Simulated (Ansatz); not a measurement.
# Na (bcc type): how the settings move a single-point run

How sensitive is a single-point run of Na (bcc type) to its settings? A reference run comes first, then one run with altered input.

Method: reference: DFT, LDA, PAW with Ansatz's default frozen-core files, scalar-relativistic, in Ansatz 0.2.0.

1 further run of the same task is left out (it didn't finish). Runs told in other sessions of the task aren't counted.

### 1 The structure to begin with

Symmetry: Im-3m, No. 229, cubic system. The conventional cell has a = 3.422 Å, b = 3.422 Å, c = 3.422 Å, α = 90.00°, β = 90.00°, γ = 90.00°. Na (site symmetry m-3m) has 8 Na at 2.96 Å in its first shell of neighbours.

Coordinates:

```cif
data_structure
_symmetry_space_group_name_H-M 'P 1'
_symmetry_Int_Tables_number 1
_cell_length_a 2.9637
_cell_length_b 2.9637
_cell_length_c 2.9637
_cell_angle_alpha 109.471
_cell_angle_beta 109.471
_cell_angle_gamma 109.471
_cell_volume 20.04
loop_
_atom_site_label
_atom_site_type_symbol
_atom_site_fract_x
_atom_site_fract_y
_atom_site_fract_z
_atom_site_occupancy
Na1 Na 0.00000 0.00000 0.00000 1
```

### 2 Baseline

File input.yaml:

```yaml
crystal:
  lattice:
    - [-1.7110810168, 1.7110810168, 1.7110810168]
    - [1.7110810168, -1.7110810168, 1.7110810168]
    - [1.7110810168, 1.7110810168, -1.7110810168]
  atoms:
    - { symbol: Na, position: [0.0, 0.0, 0.0] }
kpoints:
  mp_grid: { grid: [13, 13, 13] }
scf:
  occupations: { method: fermi_dirac, width: 0.05 }
hamiltonian:
  xc: lda
  pseudopotentials: { kind: paw }
output:
  forces: true
  stress: true
  eigenvalues: true
  populations: true
  write_density: true
  write_potential: true
  elf: true
  volumetric_format: npy
```

Launch:

```console
ansatz run input.yaml --threads 1 --pin off --max-ram 2048MiB --backend cpu --events-out ev --progress --plain --runs-dir out
```

### 3 Changing settings: preconditioner ldos

input.yaml: that of step 2 with these lines changed.

```diff
@@ -11,2 +11,3 @@
   occupations: { method: fermi_dirac, width: 0.05 }
+  mixing: { preconditioner: ldos }
 hamiltonian:
@@ -19,5 +20 @@
   populations: true
-  write_density: true
-  write_potential: true
-  elf: true
-  volumetric_format: npy
```

Before running it: what results should come out? Wanted: for each run, ending; energy change; pressure; gap; force.

The runs gave:

```csv
run,ending,energy change,pressure (GPa),gap (eV),force (eV/Å),cycles,time
reference,converged,0,12.1,0.00,0.00,6,1.5 s
1: preconditioner ldos,converged,0.0 meV/atom,12.1,0.00,0.00,6,1.5 s
```

Times don't compare one to one where runs were asked for different outputs or read a saved state (see the inputs); cycles may leave out searches for a lower state.

Residual by cycle in the longest SCF loop of each run; runs are numbered as in the table. The quantity is the density residual dr2, in eV.

```csv
cycle,reference,run 1
1,0.00623,0.00623
2,8.9e-5,0.00388
3,6.9e-6,2.7e-6
4,4.2e-8,6.5e-8
5,3.6e-10,1.1e-9
6,3.0e-12,2.8e-12
```

Energy and cycle count are those of the reference, so the change (mixing) left the result and the number of cycles as they were. The structure is not at rest: the sound run finds 12 GPa, so these are no properties of the relaxed crystal. 
